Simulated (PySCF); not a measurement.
# EuF3(NH3): other functionals and bases at one geometry

Aim: see how levels, charges and forces of EuF3(NH3) depend on the level of theory. It is a constructed species; whether it can be made isn't addressed.

Computed with PySCF 2.14.0. Level: several levels, as the steps say, no spin–orbit coupling.

1 further run of the same task is left out (for a known fault of the program).

### Step 1. Where the work starts

8 atoms, charge 0, spin multiplicity 1.

Bond lengths: Eu1–F2 2.067 Å, Eu1–F3 2.067 Å, Eu1–F4 2.067 Å, Eu1–N5 2.556 Å, N5–H6 1.022 Å, N5–H7 1.022 Å, N5–H8 1.022 Å. Angles: F2–Eu1–F3 118.6°, F2–Eu1–F4 118.6°, F2–Eu1–N5 96.8°, F3–Eu1–F4 118.6°, F3–Eu1–N5 96.8°, F4–Eu1–N5 96.8°, Eu1–N5–H6 112.4°, Eu1–N5–H7 112.4°, Eu1–N5–H8 112.4°, H6–N5–H7 106.4°, H6–N5–H8 106.4°, H7–N5–H8 106.4°.

Coordinates:

```xyz
8
EuF3H3N
Eu    0.1116   -0.1116    0.1116
F     1.0917    1.4217    1.0917
F    -1.4217   -1.0917    1.0917
F     1.0917   -1.0917   -1.4217
N    -1.3639    1.3639   -1.3639
H    -1.9743    1.9743   -0.8169
H    -0.8169    1.9743   -1.9743
H    -1.9743    0.8169   -1.9743
```

Formal oxidation states: Eu +3. Each metal's 6 4f electrons lie in its core potential, so multiplicities, spins and levels count the valence alone. An earlier session relaxed this geometry at PBE0, Eu lcecp-1-SVP with ECP52, F def2-SVP, N def2-SVP, H def2-SVP (singlet, point group C3v).

At PBE0 on the finer grid: E = -391.060941 Eh, HOMO -9.31 eV, LUMO -0.81 eV, Mulliken charge on Eu1 +1.18 e, largest force component 0.012 eV/Å. 

Levels to run: BLYP; CAM-B3LYP; PBE0, TZVP. Hardware: 2 threads of Arm Neoverse V1, shared host.

### Step 2. BLYP

The input, run.py (the lines that set the calculation):

```python
mol = gto.M(atom='''
Eu     0.11163    -0.11163     0.11163
F      1.09173     1.42171     1.09173
F     -1.42171    -1.09173     1.09173
F      1.09173    -1.09173    -1.42171
N     -1.36394     1.36394    -1.36394
H     -1.97428     1.97428    -0.81693
H     -0.81693     1.97428    -1.97428
H     -1.97428     0.81693    -1.97428''',
    basis={'Eu': 'lcecp-1-SVP', 'F': 'def2-SVP', 'N': 'def2-SVP', 'H': 'def2-SVP'},
    ecp={'Eu': 'lcecp-1-SVP'},
    charge=0, spin=0)
mf = dft.RKS(mol, xc='BLYP')
mf.grids.atom_grid = (75, 302)  # f atoms: unpruned, at least (60, 302)
mf = mf.density_fit()  # fitting sets: Eu AutoAux, F def2-universal-JKFIT, N def2-universal-JKFIT, H def2-universal-JKFIT
mf.conv_tol = 1e-08; mf.max_cycle = 55
mf.kernel(dm0)  # dm0: the density of the relaxed state
```

Command:

```
$ OMP_NUM_THREADS=2 python run.py
```

Log:

```text
init E= -391.340586418276
  HOMO = -0.257679814443646  LUMO = -0.0574524128246559  gap/eV = 5.44847
cycle= 1 E= -391.344668228048  delta_E= -0.00408  |g|= 0.112  |ddm|= 0.383
  HOMO = -0.283923117993919  LUMO = -0.0549452655458076  gap/eV = 6.23080
cycle= 2 E= -391.332592171645  delta_E= 0.0121  |g|= 0.285  |ddm|= 0.314
  HOMO = -0.266628839930325  LUMO = -0.0567274381762175  gap/eV = 5.71171
cycle= 3 E= -391.347479234652  delta_E= -0.0149  |g|= 0.0173  |ddm|= 0.19
  HOMO = -0.267340900066808  LUMO = -0.0574821844393192  gap/eV = 5.71055
cycle= 4 E= -391.347564829173  delta_E= -8.56e-05  |g|= 0.0029  |ddm|= 0.0241
  HOMO = -0.266990772954175  LUMO = -0.0573991411882311  gap/eV = 5.70328
cycle= 5 E= -391.347566021006  delta_E= -1.19e-06  |g|= 0.00145  |ddm|= 0.00291
  HOMO = -0.266923386303734  LUMO = -0.0574185729451493  gap/eV = 5.70092
cycle= 6 E= -391.34756647534  delta_E= -4.54e-07  |g|= 9.23e-05  |ddm|= 0.00125
  HOMO = -0.266929474831372  LUMO = -0.0574130128935089  gap/eV = 5.70123
cycle= 7 E= -391.347566477336  delta_E= -2e-09  |g|= 1.19e-05  |ddm|= 8.94e-05
  HOMO = -0.26693207037018  LUMO = -0.0574129665673944  gap/eV = 5.70131
Extra cycle  E= -391.347566477241  delta_E= 9.53e-11  |g|= 2.59e-05  |ddm|= 2.5e-05
converged SCF energy = -391.347566477241
```

It took 6 s on 2 threads of Arm Neoverse V1, shared host.

It gives: E = -391.347566 Eh, HOMO -7.26 eV, LUMO -1.56 eV, Mulliken charge on Eu1 +0.92 e, largest force component 0.313 eV/Å. 

### Step 3. CAM-B3LYP

Changes to run.py (the lines that set the calculation) since step 2:

```diff
@@ -12,3 +12,3 @@
     charge=0, spin=0)
-mf = dft.RKS(mol, xc='BLYP')
+mf = dft.RKS(mol, xc='CAMB3LYP')
 mf.grids.atom_grid = (75, 302)  # f atoms: unpruned, at least (60, 302)
```

Command:

```
$ OMP_NUM_THREADS=2 python run.py
```

Log:

```text
init E= -391.292367312384
  HOMO = -0.396374896219484  LUMO = -0.00522863476201607  gap/eV = 10.64363
cycle= 1 E= -391.29362645062  delta_E= -0.00126  |g|= 0.0329  |ddm|= 0.107
  HOMO = -0.392005200537638  LUMO = -0.00619141408164126  gap/eV = 10.49853
cycle= 2 E= -391.293493882428  delta_E= 0.000133  |g|= 0.0458  |ddm|= 0.0556
  HOMO = -0.396607772847456  LUMO = -0.0063948202341102  gap/eV = 10.61824
cycle= 3 E= -391.293839212758  delta_E= -0.000345  |g|= 0.00221  |ddm|= 0.0282
  HOMO = -0.396612318907602  LUMO = -0.00652880803017553  gap/eV = 10.61471
cycle= 4 E= -391.293840067341  delta_E= -8.55e-07  |g|= 0.00165  |ddm|= 0.00302
  HOMO = -0.396759177217639  LUMO = -0.00651970202946117  gap/eV = 10.61896
cycle= 5 E= -391.293840660331  delta_E= -5.93e-07  |g|= 9.64e-05  |ddm|= 0.00132
  HOMO = -0.396769391165711  LUMO = -0.0065274193515279  gap/eV = 10.61902
cycle= 6 E= -391.293840666262  delta_E= -5.93e-09  |g|= 3.02e-05  |ddm|= 0.000249
  HOMO = -0.396768754972153  LUMO = -0.00652488214826974  gap/eV = 10.61908
Extra cycle  E= -391.293840666549  delta_E= -2.87e-10  |g|= 2.47e-05  |ddm|= 6.8e-05
converged SCF energy = -391.293840666549
```

Wall time 7.1 s (2 threads of Arm Neoverse V1, shared host).

Read off: E = -391.293841 Eh, HOMO -10.80 eV, LUMO -0.18 eV, Mulliken charge on Eu1 +1.14 e, largest force component 0.043 eV/Å. 

### Step 4. PBE0, TZVP

Basis: Eu lcecp-1-TZVP with ECP52, F def2-TZVP, N def2-TZVP, H def2-TZVP. 

Changes to run.py (the lines that set the calculation) since step 3:

```diff
@@ -9,6 +9,6 @@
 H     -1.97428     0.81693    -1.97428''',
-    basis={'Eu': 'lcecp-1-SVP', 'F': 'def2-SVP', 'N': 'def2-SVP', 'H': 'def2-SVP'},
-    ecp={'Eu': 'lcecp-1-SVP'},
+    basis={'Eu': 'lcecp-1-TZVP', 'F': 'def2-TZVP', 'N': 'def2-TZVP', 'H': 'def2-TZVP'},
+    ecp={'Eu': 'lcecp-1-TZVP'},
     charge=0, spin=0)
-mf = dft.RKS(mol, xc='CAMB3LYP')
+mf = dft.RKS(mol, xc='PBE0')
 mf.grids.atom_grid = (75, 302)  # f atoms: unpruned, at least (60, 302)
@@ -16,2 +16,2 @@
 mf.conv_tol = 1e-08; mf.max_cycle = 55
-mf.kernel(dm0)  # dm0: the density of the relaxed state
+mf.kernel(dm0)  # dm0: free metal ions and neutral atoms
```

Command:

```
$ OMP_NUM_THREADS=2 python run.py
```

Log:

```text
init E= -395.962237794354
  HOMO = -0.314247872984751  LUMO = -0.0637818020552002  gap/eV = 6.81553
cycle= 1 E= -391.4568136263  delta_E= 4.51  |g|= 0.501  |ddm|=    2
  HOMO = -0.314434424642108  LUMO = -0.058691024385837  gap/eV = 6.95913
cycle= 2 E= -391.465977934865  delta_E= -0.00916  |g|= 0.392  |ddm|= 0.525
  HOMO = -0.356407992968565  LUMO = -0.035828825610339  gap/eV = 8.72340
cycle= 3 E= -391.48839553886  delta_E= -0.0224  |g|= 0.197  |ddm|= 0.277
  HOMO = -0.345788500004811  LUMO = -0.0366495647612624  gap/eV = 8.41210
cycle= 4 E= -391.494228451001  delta_E= -0.00583  |g|= 0.0438  |ddm|= 0.0946
  HOMO = -0.349686811416396  LUMO = -0.0367793260151285  gap/eV = 8.51465
cycle= 5 E= -391.494522561116  delta_E= -0.000294  |g|= 0.00922  |ddm|= 0.024
  HOMO = -0.349077350618081  LUMO = -0.0366084983706248  gap/eV = 8.50271
cycle= 6 E= -391.49453772992  delta_E= -1.52e-05  |g|= 0.00066  |ddm|= 0.00487
  HOMO = -0.349120000517874  LUMO = -0.0366194602143035  gap/eV = 8.50357
cycle= 7 E= -391.494537821778  delta_E= -9.19e-08  |g|= 0.000246  |ddm|= 0.000872
  HOMO = -0.349109533905476  LUMO = -0.0366098215095431  gap/eV = 8.50355
cycle= 8 E= -391.494537836082  delta_E= -1.43e-08  |g|= 2.83e-05  |ddm|= 0.000268
  HOMO = -0.349108652608787  LUMO = -0.0366097782507134  gap/eV = 8.50353
cycle= 9 E= -391.494537836276  delta_E= -1.94e-10  |g|= 7.05e-06  |ddm|= 4.05e-05
  HOMO = -0.349109687740116  LUMO = -0.0366100590082398  gap/eV = 8.50355
Extra cycle  E= -391.494537836282  delta_E= -6.14e-12  |g|= 6.12e-06  |ddm|= 1.62e-05
converged SCF energy = -391.494537836282
```

Wall time 15 s (2 threads of Arm Neoverse V1, shared host).

Result: E = -391.494538 Eh, HOMO -9.50 eV, LUMO -1.00 eV, Mulliken charge on Eu1 +1.61 e, largest force component 0.227 eV/Å. 

### Step 5. Results

| level | state | HOMO (eV) | gap (eV) | charge on Eu1 (e) | dipole (D) | largest force (eV/Å) | basis functions | time |
| --- | --- | --- | --- | --- | --- | --- | --- | --- |
| PBE0 (relaxed here) | singlet | -9.31 | 8.50 | 1.18 | 5.70 | 0.01 | 104 | 15 s |
| BLYP | singlet | -7.26 | 5.70 | 0.92 | 5.59 | 0.31 | 104 | 6 s |
| CAM-B3LYP | singlet | -10.80 | 10.62 | 1.14 | 5.70 | 0.04 | 104 | 7.1 s |
| PBE0, TZVP | singlet | -9.50 | 8.50 | 1.61 | 5.66 | 0.23 | 189 | 15 s |

Times are on 2 threads of Arm Neoverse V1, shared host; the first row also made further properties.

In one basis the HOMO–LUMO gap runs from 5.70 eV (BLYP) to 10.62 eV (CAM-B3LYP). The largest leftover force, 0.31 eV/Å with BLYP, stands at a geometry relaxed at another level. The Mulliken charge on Eu spans +0.92 to +1.61 e over the levels. With 4f in the core, its levels are missing from HOMO and gap. Total energies of different levels can't be compared. Spin–orbit coupling is left out throughout.
